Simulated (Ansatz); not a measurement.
Geometry optimisation, DFT PBEsol, scalar-relativistic, plane waves, PAW (Ansatz 0.2.0).

input.yaml

```yaml
crystal:
  lattice:
    - [6.46, 0.0, 0.0]
    - [-4.845, 8.391786, 0.0]
    - [0.0, 0.0, 5.14539]
  atoms:
    - { symbol: Zr, position: [0.0, 0.0, 0.0] }
    - { symbol: Zr, position: [0.16666667, 0.22222223, 0.5] }
    - { symbol: Zr, position: [0.0, 0.33333334, 0.0] }
    - { symbol: Zr, position: [0.16666667, 0.55555557, 0.5] }
    - { symbol: Zr, position: [1.0e-08, 0.66666668, 0.0] }
    - { symbol: Zr, position: [0.16666668, 0.88888891, 0.5] }
    - { symbol: Zr, position: [0.5, 0.0, 0.0] }
    - { symbol: Zr, position: [0.66666667, 0.22222223, 0.5] }
    - { symbol: Zr, position: [0.5, 0.33333334, 0.0] }
    - { symbol: Zr, position: [0.66666667, 0.55555557, 0.5] }
    - { symbol: Zr, position: [0.50000001, 0.66666668, 0.0] }
    - { symbol: Zr, position: [0.66666668, 0.88888891, 0.5] }
    - { symbol: H, position: [0.83784632, 0.44600247, -0.24872108] }
basis:
  ecutwfc: 420.0
kpoints:
  mp_grid: { grid: [3, 2, 3] }
hamiltonian:
  xc: pbesol
scf:
  occupations: { method: gaussian, width: 0.05 }
  lower_state_search: "off"
relax:
  f_tol: 0.03
  max_steps: 60
  adjacent_minimum: "off"
```

Run as:

```bash
$ ansatz run input.yaml --threads 4 --pin off --max-ram 10240MiB --backend cpu --events-out ev --progress --plain --runs-dir out
```

Q: Where does it end, and by what steps?

A: The run converged. Limits of this set-up: coarse k mesh, odd electron count without spin, a small cell, in which the defect meets its images, a typed lattice constant that wasn't relaxed here. After 4 steps the energy has fallen by 0.046 eV; Zr10 moved furthest, 0.06 Å.

| step | energy less start (eV) | largest force component (eV/Å) | accepted |
| --- | --- | --- | --- |
| 0 | 0.0000 | 0.286 | yes |
| 1 | 0.0721 | 0.618 | no |
| 2 | -0.0424 | 0.070 | yes |
| 3 | -0.0352 | 0.122 | no |
| 4 | -0.0463 | 0.015 | yes |

```xyz
13
Lattice="6.4600 0.0000 0.0000 -4.8450 8.3918 0.0000 0.0000 0.0000 5.1454" Properties=species:S:1:pos:R:3
Zr 0.003 0.014 0.008
Zr -0.003 1.846 2.556
Zr -1.578 2.773 -0.041
Zr -1.586 4.679 2.547
Zr -3.233 5.633 -0.013
Zr -3.226 7.484 2.557
Zr 3.229 -0.024 0.015
Zr 3.235 1.825 2.584
Zr 1.586 2.781 0.028
Zr 1.578 4.688 2.615
Zr 0.006 5.615 0.019
Zr -0.001 7.448 2.568
H 3.240 3.736 -1.285
```

Whether the end is a true minimum wasn't checked by a vibrational analysis.

The run took 19 s on 4 threads of Intel(R) Xeon(R) Platinum 8488C (Sapphire Rapids), with other jobs on the host, peak memory 0.93 GiB.
